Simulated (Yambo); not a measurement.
# HfN (Fm-3m) in Yambo: notebook

The runs below take HfN through optical spectrum, with PBEsol.

Everything below comes from runs of Yambo 5.3.0. Logs are shortened: lines on timing, memory, paths and dates and some standing lists are left out, and cuts for length are marked.

### Step 1. The crystal as given

It takes space group Fm-3m (No. 225, cubic). The conventional cell has a = 4.512 Å, b = 4.512 Å, c = 4.512 Å, α = 90.00°, β = 90.00°, γ = 90.00°. Around Hf (site symmetry m-3m) lie 6 N at 2.26 Å. N (site symmetry m-3m) has 6 Hf at 2.26 Å as nearest neighbours.

### Step 2. Optical spectrum, PBEsol

Input file optics4.in:

```
optics
chi
Chimod= "HARTREE"
% BndsRnXd
 1 | 34 |
%
NGsBlkXd= 3 Ry
% LongDrXd
 1 | 1 | 1 |
%
% QpntsRXd
 1 | 1 |
%
% EnRngeXd
 0 | 15 | eV
%
% DmRngeXd
 0.1 | 0.1 | eV
%
ETStpsXd= 200
```

Input file scf.in:

```
&CONTROL
  calculation = 'scf'
  prefix = 'pwscf'
  outdir = './tmp'
  pseudo_dir = './pseudo'
/
&SYSTEM
  ibrav = 0
  nat = 2
  ntyp = 2
  ecutwfc = 84
  nbnd = 15
  occupations = 'smearing'
  smearing = 'fd'
  degauss = 0.00367493
  force_symmorphic = .true.
/
&ELECTRONS
  conv_thr = 4d-10
  electron_maxstep = 120
  mixing_beta = 0.5
/
ATOMIC_SPECIES
Hf   178.4900 Hf.upf
N     14.0070 N.upf
CELL_PARAMETERS bohr
   0.0000000000    4.2632221372    4.2632221372
   4.2632221372    0.0000000000    4.2632221372
   4.2632221372    4.2632221372    0.0000000000
ATOMIC_POSITIONS bohr
Hf     0.0000000000    0.0000000000    0.0000000000
N      4.2632221372    4.2632221372    4.2632221372
K_POINTS automatic
16 16 16 0 0 0
```

Input file nscf.in:

```
&CONTROL
  calculation = 'nscf'
  prefix = 'pwscf'
  outdir = './tmp'
  pseudo_dir = './pseudo'
/
&SYSTEM
  ibrav = 0
  nat = 2
  ntyp = 2
  ecutwfc = 84
  nbnd = 34
  occupations = 'smearing'
  smearing = 'fd'
  degauss = 0.00367493
  force_symmorphic = .true.
/
&ELECTRONS
  conv_thr = 1d-08
  diago_full_acc = .true.
  diago_thr_init = 1d-06
/
ATOMIC_SPECIES
Hf   178.4900 Hf.upf
N     14.0070 N.upf
CELL_PARAMETERS bohr
   0.0000000000    4.2632221372    4.2632221372
   4.2632221372    0.0000000000    4.2632221372
   4.2632221372    4.2632221372    0.0000000000
ATOMIC_POSITIONS bohr
Hf     0.0000000000    0.0000000000    0.0000000000
N      4.2632221372    4.2632221372    4.2632221372
K_POINTS automatic
16 16 16 0 0 0
```

Potentials or basis: PseudoDojo 0.4.1 SR PBEsol standard.

The run is started by

```sh
$ OMP_NUM_THREADS=1 pw.x -in scf.in > scf.out
$ OMP_NUM_THREADS=1 pw.x -in nscf.in > nscf.out
$ cd tmp/pwscf.save; p2y; mv SAVE ../..; cd ../..
$ OMP_NUM_THREADS=1 yambo
$ OMP_NUM_THREADS=1 yambo -F optics4.in -J optics4 -C optics4_out
```

Yambo's report:

```text
[... sections 02.01 to 02.04 as in the set-up run ...]

  [02.05] Energies & Occupations
  ==============================

  [X] === General ===
  [X] Electronic Temperature                        :  0.258606E-1   300.100    [eV K]
  [X] Bosonic    Temperature                        :  0.258606E-1   300.100    [eV K]
  [X] Finite Temperature mode                       : yes
  [X] El. density                                   :  0.74029E+24 [cm-3]
  [X] Fermi Level                                   :  18.64583 [eV]

  [X] === Gaps and Widths ===
  [X] Conduction Band Min                           :  18.64583 [eV]
  [X] Valence Band Max                              :  18.64583 [eV]
  [X] Filled Bands                                  :   8
  [X] Metallic Bands                                :   9  11
  [X] Empty Bands                                   :   12   34

  [X] === Metallic Characters ===
  [X] N of el / N of met el                         :  17.00000   1.11299
  [X] Average metallic occ.                         :  0.092749

  [WARNING] [X] Metallic system

 [03] Transferred momenta grid and indexing
 ==========================================

 IBZ Q-points                                      :  145
 BZ  Q-points                                      :   4096

 K/Q-points units:
 rlu = crystal or reduced units; cc = cartesian coordinates; iku = interal k-units

 Q [  1]        [rlu]:  0.000000  0.000000  0.000000
 Q [  2]        [rlu]:  0.27548E-17  0.27548E-17  0.62500E-01
 Q [  3]        [rlu]:  0.55095E-17  0.55095E-17  0.12500
 Q [  4]        [rlu]: -0.36293E-17 -0.36293E-17  0.18750
 Q [  5]        [rlu]:  0.11019E-16  0.11019E-16  0.25000
 Q [  6]        [rlu]: -0.20881E-17 -0.20881E-17  0.31250
[... 42 lines left out ...]
 Q [ 49]        [rlu]:  0.66392E-17  0.25000      0.25000
 Q [ 50]        [rlu]:  0.74629E-17  0.25000      0.31250

 Remaining 95 points informations can be written running with -fatlog

 [04] Dipoles
 ============

  [04.01] Setup: observables and procedures
  =========================================

  [WF-Oscillators/G space/Transverse up loader] Normalization (few states)  min/max  :  0.22300E-16   1.0000

  [WR./optics4//ndb.dipoles]------------------------------------------------------
   Brillouin Zone Q/K grids (IBZ/BZ)                :    145   4096    145   4096
   RL vectors                                       :  2733 [WF]
   Fragmentation                                    : yes
   Electronic Temperature                           :  300.1000 [K]
   Bosonic    Temperature                           :  300.1000 [K]
   DIP band range                                   :    1   34
   DIP band range limits                            :  11   9
   DIP e/h energy range                             : -1.000000 -1.000000 [eV]
   RL vectors in the sum                            :  2733
   [r,Vnl] included                                 : yes
   Bands ordered                                    : yes
   Direct v evaluation                              : no
   Approach used                                    : G-space v
   Dipoles computed                                 : R V P [G-space]
   Wavefunctions                                    : Perdew, Burke & Ernzerhof SOL(X)+Perdew, Burke & Ernzerhof SOL(C)

  [WARNING] [r,Vnl^pseudo] included in position and velocity dipoles.

  [WARNING] In case H contains other non local terms, these are neglected

 [05] Optics
 ===========

 [X-CG] R(p) Tot o/o(of R):    27502   904205      100

 [WARNING] The system is a metal but Drude term not included.
```

Run time: 2.9 min. Hardware: 1 thread of AMD EPYC 7R43 (Zen 3), shared host; peak memory 0.93 GiB.

Results:

```
Band gap on the k mesh, mean-field level : none (metal or under the smearing width)
```

Dielectric function (along the field direction of the input):
| energy (eV) | real part | imaginary part |
| --- | --- | --- |
| 0.30 | -73.43 | 73.41 |
| 1.06 | -1.42 | 2.24 |
| 1.81 | 2.66 | 1.50 |
| 2.56 | 5.17 | 0.73 |
| 3.39 | 6.20 | 1.07 |
| 4.15 | 6.68 | 1.44 |
| 4.90 | 9.41 | 2.89 |
| 5.65 | 7.96 | 6.56 |
| 6.48 | 5.67 | 7.44 |
| 7.24 | 4.08 | 7.22 |
| 7.99 | 2.59 | 6.92 |
| 8.74 | 2.09 | 7.46 |
| 9.57 | 1.42 | 6.64 |
| 10.33 | 0.01 | 6.61 |
| 11.08 | -1.36 | 6.32 |
| 11.83 | -2.30 | 5.13 |
| 12.66 | -2.29 | 1.83 |
| 13.42 | -1.12 | 1.75 |
| 14.17 | -1.12 | 1.78 |
| 15.00 | -0.75 | 1.28 |

Caveat: the intraband (Drude) term of the metal is left out; the ground state has no gap, which makes the many-body step unreliable; these spectra lack excitons.

### Step 3. Optical spectrum, PBEsol

Input file optics0.in:

```
optics
chi
Chimod= "IP"
% BndsRnXd
 1 | 34 |
%
% LongDrXd
 1 | 1 | 1 |
%
% QpntsRXd
 1 | 1 |
%
% EnRngeXd
 0 | 10 | eV
%
% DmRngeXd
 0.1 | 0.1 | eV
%
ETStpsXd= 300
```

scf.in: that of step 2 with these lines changed.

```diff
@@ -33,2 +33,2 @@
 K_POINTS automatic
-16 16 16 0 0 0
+20 20 20 0 0 0
```

nscf.in: that of step 2 with these lines changed.

```diff
@@ -11,3 +11,3 @@
   ecutwfc = 84
-  nbnd = 34
+  nbnd = 39
   occupations = 'smearing'
@@ -33,2 +33,2 @@
 K_POINTS automatic
-16 16 16 0 0 0
+20 20 20 0 0 0
```

Potentials or basis: PseudoDojo 0.4.1 SR PBEsol standard.

The run is started by

```sh
$ OMP_NUM_THREADS=1 pw.x -in scf.in > scf.out
$ OMP_NUM_THREADS=1 pw.x -in nscf.in > nscf.out
$ cd tmp/pwscf.save; p2y; mv SAVE ../..; cd ../..
$ OMP_NUM_THREADS=1 yambo
$ OMP_NUM_THREADS=1 yambo -F optics0.in -J optics0 -C optics0_out
```

Yambo's report:

```text
[... sections 02.01 to 02.04 as in the set-up run ...]

  [02.05] Energies & Occupations
  ==============================

  [X] === General ===
  [X] Electronic Temperature                        :  0.258606E-1   300.100    [eV K]
  [X] Bosonic    Temperature                        :  0.258606E-1   300.100    [eV K]
  [X] Finite Temperature mode                       : yes
  [X] El. density                                   :  0.74029E+24 [cm-3]
  [X] Fermi Level                                   :  18.69277 [eV]

  [X] === Gaps and Widths ===
  [X] Conduction Band Min                           :  18.69277 [eV]
  [X] Valence Band Max                              :  18.69277 [eV]
  [X] Filled Bands                                  :   8
  [X] Metallic Bands                                :   9  11
  [X] Empty Bands                                   :   12   39

  [X] === Metallic Characters ===
  [X] N of el / N of met el                         :  17.00000   1.10608
  [X] Average metallic occ.                         :  0.092173

  [WARNING] [X] Metallic system

 [03] Transferred momenta grid and indexing
 ==========================================

 IBZ Q-points                                      :  256
 BZ  Q-points                                      :   8000

 K/Q-points units:
 rlu = crystal or reduced units; cc = cartesian coordinates; iku = interal k-units

 Q [  1]        [rlu]:  0.000000  0.000000  0.000000
 Q [  2]        [rlu]: -0.10179E-17 -0.10179E-17  0.50000E-01
 Q [  3]        [rlu]: -0.20358E-17 -0.20358E-17  0.10000
 Q [  4]        [rlu]: -0.32972E-18 -0.32972E-18  0.15000
 Q [  5]        [rlu]:  0.88315E-18  0.88315E-18  0.20000
 Q [  6]        [rlu]:  0.11019E-16  0.11019E-16  0.25000
[... 42 lines left out ...]
 Q [ 49]        [rlu]:  0.44357E-17  0.15000      0.20000
 Q [ 50]        [rlu]:  0.93646E-17  0.15000      0.25000

 Remaining 206 points informations can be written running with -fatlog

 [WARNING] [Xd] User bands 1-34 break level degeneracy

 [04] Dipoles
 ============

  [04.01] Setup: observables and procedures
  =========================================

  [WF-Oscillators/G space/Transverse up loader] Normalization (few states)  min/max  :  0.65278E-17   1.0000

  [WR./optics0//ndb.dipoles]------------------------------------------------------
   Brillouin Zone Q/K grids (IBZ/BZ)                :    256   8000    256   8000
   RL vectors                                       :  2733 [WF]
   Fragmentation                                    : yes
   Electronic Temperature                           :  300.1000 [K]
   Bosonic    Temperature                           :  300.1000 [K]
   DIP band range                                   :    1   34
   DIP band range limits                            :  11   9
   DIP e/h energy range                             : -1.000000 -1.000000 [eV]
   RL vectors in the sum                            :  2733
   [r,Vnl] included                                 : yes
   Bands ordered                                    : yes
   Direct v evaluation                              : no
   Approach used                                    : G-space v
   Dipoles computed                                 : R V P [G-space]
   Wavefunctions                                    : Perdew, Burke & Ernzerhof SOL(X)+Perdew, Burke & Ernzerhof SOL(C)

  [WARNING] [r,Vnl^pseudo] included in position and velocity dipoles.

  [WARNING] In case H contains other non local terms, these are neglected

 [05] Optics
 ===========

 [X-CG] R(p) Tot o/o(of R):    46031  1770735      100

 [WARNING] The system is a metal but Drude term not included.
```

Run time: 3.5 min. Hardware: 1 thread of Intel Xeon Platinum 8488C (Sapphire Rapids), shared host; peak memory 0.46 GiB.

What came out:

| Property | Result |
| --- | --- |
| Band gap on the k mesh, mean-field level | none (metal or under the smearing width) |

Dielectric function (along the field direction of the input):
| energy (eV) | real part | imaginary part |
| --- | --- | --- |
| 0.27 | -43.11 | 72.87 |
| 0.77 | -3.56 | 3.78 |
| 1.27 | 2.48 | 2.20 |
| 1.77 | 4.29 | 0.55 |
| 2.31 | 5.64 | 0.97 |
| 2.81 | 6.33 | 1.10 |
| 3.31 | 6.87 | 0.77 |
| 3.85 | 7.27 | 1.37 |
| 4.35 | 7.74 | 2.45 |
| 4.85 | 8.84 | 2.72 |
| 5.38 | 8.89 | 6.07 |
| 5.89 | 7.50 | 6.24 |
| 6.39 | 6.44 | 7.77 |
| 6.92 | 4.57 | 7.00 |
| 7.42 | 3.47 | 8.28 |
| 7.93 | 3.04 | 6.77 |
| 8.46 | 2.52 | 7.52 |
| 8.96 | 1.56 | 6.60 |
| 9.46 | 1.22 | 6.72 |
| 10.00 | 0.91 | 6.48 |

Caveat: the intraband (Drude) term of the metal is left out; the ground state has no gap, which makes the many-body step unreliable; independent-particle spectra lack excitons. The run has no spin-orbit coupling, so splittings on Hf are missing.

### Step 4. Optical spectrum, PBEsol

Input file optics1.in:

```
optics
chi
Chimod= "HARTREE"
% BndsRnXd
 1 | 34 |
%
NGsBlkXd= 4 Ry
% LongDrXd
 1 | 1 | 1 |
%
% QpntsRXd
 1 | 1 |
%
% EnRngeXd
 0 | 30 | eV
%
% DmRngeXd
 0.1 | 0.1 | eV
%
ETStpsXd= 150
```

scf.in is that of step 3.

nscf.in is that of step 3.

Potentials or basis: PseudoDojo 0.4.1 SR PBEsol standard.

The run is started by

```sh
$ OMP_NUM_THREADS=1 pw.x -in scf.in > scf.out
$ OMP_NUM_THREADS=1 pw.x -in nscf.in > nscf.out
$ cd tmp/pwscf.save; p2y; mv SAVE ../..; cd ../..
$ OMP_NUM_THREADS=1 yambo
$ OMP_NUM_THREADS=1 yambo -F optics1.in -J optics1 -C optics1_out
```

Yambo's report:

```text
[... sections 02.01 to 02.04 as in the set-up run ...]

  [02.05] Energies & Occupations
  ==============================

  [X] === General ===
  [X] Electronic Temperature                        :  0.258606E-1   300.100    [eV K]
  [X] Bosonic    Temperature                        :  0.258606E-1   300.100    [eV K]
  [X] Finite Temperature mode                       : yes
  [X] El. density                                   :  0.74029E+24 [cm-3]
  [X] Fermi Level                                   :  18.69277 [eV]

  [X] === Gaps and Widths ===
  [X] Conduction Band Min                           :  18.69277 [eV]
  [X] Valence Band Max                              :  18.69277 [eV]
  [X] Filled Bands                                  :   8
  [X] Metallic Bands                                :   9  11
  [X] Empty Bands                                   :   12   39

  [X] === Metallic Characters ===
  [X] N of el / N of met el                         :  17.00000   1.10608
  [X] Average metallic occ.                         :  0.092173

  [WARNING] [X] Metallic system

 [03] Transferred momenta grid and indexing
 ==========================================

 IBZ Q-points                                      :  256
 BZ  Q-points                                      :   8000

 K/Q-points units:
 rlu = crystal or reduced units; cc = cartesian coordinates; iku = interal k-units

 Q [  1]        [rlu]:  0.000000  0.000000  0.000000
 Q [  2]        [rlu]: -0.10179E-17 -0.10179E-17  0.50000E-01
 Q [  3]        [rlu]: -0.20358E-17 -0.20358E-17  0.10000
 Q [  4]        [rlu]: -0.32972E-18 -0.32972E-18  0.15000
 Q [  5]        [rlu]:  0.88315E-18  0.88315E-18  0.20000
 Q [  6]        [rlu]:  0.11019E-16  0.11019E-16  0.25000
[... 42 lines left out ...]
 Q [ 49]        [rlu]:  0.44357E-17  0.15000      0.20000
 Q [ 50]        [rlu]:  0.93646E-17  0.15000      0.25000

 Remaining 206 points informations can be written running with -fatlog

 [WARNING] [Xd] User bands 1-34 break level degeneracy

 [04] Dipoles
 ============

  [04.01] Setup: observables and procedures
  =========================================

  [WF-Oscillators/G space/Transverse up loader] Normalization (few states)  min/max  :  0.65278E-17   1.0000

  [WR./optics1//ndb.dipoles]------------------------------------------------------
   Brillouin Zone Q/K grids (IBZ/BZ)                :    256   8000    256   8000
   RL vectors                                       :  2733 [WF]
   Fragmentation                                    : yes
   Electronic Temperature                           :  300.1000 [K]
   Bosonic    Temperature                           :  300.1000 [K]
   DIP band range                                   :    1   34
   DIP band range limits                            :  11   9
   DIP e/h energy range                             : -1.000000 -1.000000 [eV]
   RL vectors in the sum                            :  2733
   [r,Vnl] included                                 : yes
   Bands ordered                                    : yes
   Direct v evaluation                              : no
   Approach used                                    : G-space v
   Dipoles computed                                 : R V P [G-space]
   Wavefunctions                                    : Perdew, Burke & Ernzerhof SOL(X)+Perdew, Burke & Ernzerhof SOL(C)

  [WARNING] [r,Vnl^pseudo] included in position and velocity dipoles.

  [WARNING] In case H contains other non local terms, these are neglected

 [05] Optics
 ===========

 [X-CG] R(p) Tot o/o(of R):    46031  1770735      100

 [WARNING] The system is a metal but Drude term not included.
```

o-optics1.eps_q1_inv_rpa_dyson:

```text
# Absorption @ Q(1):  0.577350269     0.577350269     0.577350269    [q->0 direction]
#
# [ X ] Hartree size                              :  27
# [GEN] GF Energies                               : Perdew, Burke & Ernzerhof SOL(X)+Perdew, Burke & Ernzerhof SOL(C)
# [GEN] Green`s Function                          : Retarded
#
# [GEN] Gauge                                     : Length
# [GEN] [r,Vnl] included                          : yes
#
#    E[1] [eV]          Im(eps)            Re(eps)            Im(eps_o)          Re(eps_o)
#
        0.000000          -0.125181E-6        478.6882           0.66174E-15        478.8678
        0.201342           116.2465          -31.90281           116.2483          -31.78834
        0.402685           23.16378          -29.18109           23.15776          -29.04634
        0.604027           6.986922          -10.54583           6.982514          -10.41016
        0.805369           3.562880          -2.710010           3.559490          -2.576237
        1.006711           2.846103           0.096822           2.840074           0.233868
[... 142 lines left out ...]
        29.79866           0.345315           0.756327           0.398074           1.023168
        30.00000           0.363065           0.791534           0.369318           1.076988
#
```

Wall time 3.9 min (1 thread of Intel Xeon Platinum 8488C (Sapphire Rapids), shared host); peak memory 1.5 GiB.

Results:

| Property | Result |
| --- | --- |
| Band gap on the k mesh, mean-field level | none (metal or under the smearing width) |
| Peak of the energy-loss function | 22.6 eV |

Dielectric function (along the field direction of the input):
```
energy (eV)  real part  imaginary part
       0.40     -29.18           23.16
       1.41       2.41            1.96
       2.42       5.54            1.04
       3.42       7.00            1.11
       4.43       7.48            2.19
       5.44       8.60            6.02
       6.44       6.13            7.76
       7.45       3.09            7.96
       8.46       2.46            7.50
       9.46       1.12            6.70
      10.67      -0.68            6.52
      11.68      -2.37            5.03
      12.68      -2.02            1.99
      13.69      -1.19            1.88
      14.70      -0.73            1.35
      15.70      -0.18            1.26
      16.71      -0.32            1.24
      17.72      -0.05            0.81
      18.72       0.34            0.68
      19.93       0.13            1.10
```

Energy-loss function:
```tsv
energy (eV)	loss
0.0	0.000
1.2	0.239
2.6	0.022
3.8	0.026
5.2	0.041
6.4	0.079
7.9	0.122
9.1	0.146
10.5	0.161
11.7	0.163
13.1	0.312
14.3	0.460
15.7	0.777
16.9	0.901
18.3	1.370
19.5	0.717
20.9	1.007
22.1	1.603
23.6	1.269
24.8	0.849
26.2	0.959
27.4	0.634
28.8	0.499
30.0	0.479
```

Caveat: the intraband (Drude) term of the metal is left out; the ground state has no gap, which makes the many-body step unreliable; these spectra lack excitons. Spin-orbit coupling is left out, which matters for the levels of Hf.

(Continued in part 2 of 2.)
